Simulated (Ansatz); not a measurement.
# WC: the cost of one run

Program: Ansatz 0.2.0. Level of theory: DFT PBE, scalar-relativistic, plane waves, PAW. These are calculated values, not measurements.

6 further runs of the same task are left out: 3 that didn't finish, 3 set aside as unsound or not needed.

## Step 1: The system as given

It takes space group P-6m2 (No. 187, hexagonal). Conventional cell: a = 2.922 Å, b = 2.922 Å, c = 2.847 Å, α = 90.00°, β = 90.00°, γ = 120.00°. W (site symmetry -6m2) is surrounded by 6 C at 2.21 Å. C (site symmetry -6m2) is surrounded by 6 W at 2.21 Å.

Coordinates:

```cif
data_structure
_symmetry_space_group_name_H-M 'P-6m2'
_symmetry_Int_Tables_number 187
_cell_length_a 2.9218
_cell_length_b 2.9218
_cell_length_c 2.8471
_cell_angle_alpha 90.000
_cell_angle_beta 90.000
_cell_angle_gamma 120.000
_cell_volume 21.05
loop_
_atom_site_label
_atom_site_type_symbol
_atom_site_symmetry_multiplicity
_atom_site_Wyckoff_symbol
_atom_site_fract_x
_atom_site_fract_y
_atom_site_fract_z
_atom_site_occupancy
W1 W 1 a 0.00000 0.00000 0.00000 1
C1 C 1 f 0.66667 0.33333 0.50000 1
```

It is the result of an earlier relaxation at this level (volume 10.52 Å³/atom; gap on the mesh: none (metal)).

## Step 2: Bulk reference on the slab's mesh

The input, input.yaml:

```yaml
crystal:
  lattice:
    - [2.8470769657, 0.0, 0.0]
    - [0.0, 2.9217712149, 0.0]
    - [0.0, -1.4608856074, 2.5303280961]
  atoms:
    - { symbol: W, position: [0.0, 0.0, 0.0] }
    - { symbol: C, position: [0.5, 0.3333333333, 0.6666666667] }
basis:
  ecutwfc: 420
kpoints:
  mp_grid: { grid: [12, 12, 14] }
hamiltonian:
  xc: pbe
scf:
  occupations: { method: gaussian, width: 0.1 }
output:
  forces: true
  stress: true
  eigenvalues: true
```

Command:

```bash
$ ansatz run input.yaml --threads 2 --pin off --max-ram 5632MiB --backend cpu --events-out ev --progress --plain --runs-dir out
```

**Question.** How long does this run take on 2 threads of Arm Neoverse V1, shared host, and how much memory does it need?

About 7.5 s, with a peak of 0.47 GiB.
